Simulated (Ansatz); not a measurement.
This script makes an equation of state with a fit of LiY3, space group Fm-3m with Ansatz 0.2.0 through its Python package.

`eos.py`:
```python
"""Equation of state of LiY3."""

import argparse
import warnings

import ansatz
import numpy as np

parser = argparse.ArgumentParser(description="Equation of state of LiY3.")
parser.add_argument("--kgrid", type=int, nargs=3, required=True, help="k-point sampling")
args = parser.parse_args()

vectors0 = np.array([
    [0.0, 3.899852, 3.899852],
    [3.899852, 0.0, 3.899852],
    [3.899852, 3.899852, 0.0],
])
sites = [
    ("Li", (0.0, 0.0, 0.0)),
    ("Y", (0.25, 0.25, 0.25)),
    ("Y", (0.75, 0.75, 0.75)),
    ("Y", (0.5, 0.5, 0.5)),
]


def make_crystal(cell):
    crystal = ansatz.Crystal(lattice=ansatz.Lattice.of(cell))
    for symbol, position in sites:
        crystal = crystal.atom(symbol, position)
    return crystal


def main() -> None:
    warnings.simplefilter("ignore", ansatz.DeckWarning)

    # uniform scaling of the cell
    volumes, energies, pressures = [], [], []
    for scale in np.linspace(0.95, 1.07, 5):
        cell = vectors0 * scale ** (1 / 3)
        model = make_crystal(cell).calculation()
        model = model.functional(ansatz.Functional.R2SCAN)
        model = model.pseudopotentials("paw")
        model = model.basis(39 * ansatz.Ry)
        model = model.occupations(ansatz.OccupationsMethod.FERMI_DIRAC).kpoints(*args.kgrid)
        model = model.stress()
        data = model.run(threads=1, backend="cpu").report
        volumes.append(abs(np.linalg.det(cell)) / len(sites))
        energies.append(data["free_energy_ev"] / len(sites))
        pressures.append(np.trace(data["stress_gpa"]) / 3)
        print(f"V = {volumes[-1]:8.4f} A^3/atom  F = {energies[-1]:.5f} eV/atom  P = {pressures[-1]:8.3f} GPa")

    # third-order Birch-Murnaghan: a cubic in V^(-2/3)
    x = np.array(volumes) ** (-2 / 3)
    poly = np.polynomial.Polynomial.fit(x, energies, 3).convert()
    roots = poly.deriv().roots()
    x0 = min((r.real for r in roots if abs(r.imag) < 1e-9 and poly.deriv(2)(r.real) > 0), key=lambda r: abs(r - x.mean()))
    v0 = x0 ** -1.5
    b0 = 4 / 9 * poly.deriv(2)(x0) * v0 ** (-7 / 3) * 160.21766
    b1 = 4 + 2 / 3 * x0 * poly.deriv(3)(x0) / poly.deriv(2)(x0)
    print(f"V0 = {v0:.4f} A^3/atom, B0 = {b0:.1f} GPa, dB/dP = {b1:.2f}")


if __name__ == "__main__":
    main()
```

Its results, one of them left out:

| V (Å³/atom) | F less the lowest row shown (meV/atom) |
| --- | --- |
| 28.173 | 13.47 |
| 29.063 | 3.61 |
| 29.953 | 0.00 |
| 30.842 | ? |
| 31.732 | 8.58 |

What is the missing energy at 30.842 Å³ an atom?

A third-order Birch-Murnaghan fit, E = E0 + (9 V0 B0 / 16) [(t - 1)³ B' + (t - 1)² (6 - 4t)] with t = (V0/V)^(2/3), through the 4 rows shown gives V0 = 30.075 Å³, B0 = 32.8 GPa, B' = 3.39 and E0 = -0.05 meV. At V = 30.842 Å³, t = 0.98335, and the fit interpolates to 1.88 meV. The run gave 1.88 meV, a miss of 0.00 meV.

What to keep in mind:
- The mesh is modest for a metal, so energies can be off by several to tens of meV an atom and pressures by half a GPa or more; differences at equal mesh fare better.
- Pressure is positive in compression.
- The structure comes from a database of computed cells and needn't be a stable or known phase.
- Wall time of the script: 16 s on 1 thread of Intel(R) Xeon(R) 6975P-C (Granite Rapids), with other jobs on the host, peak memory 0.86 GiB.
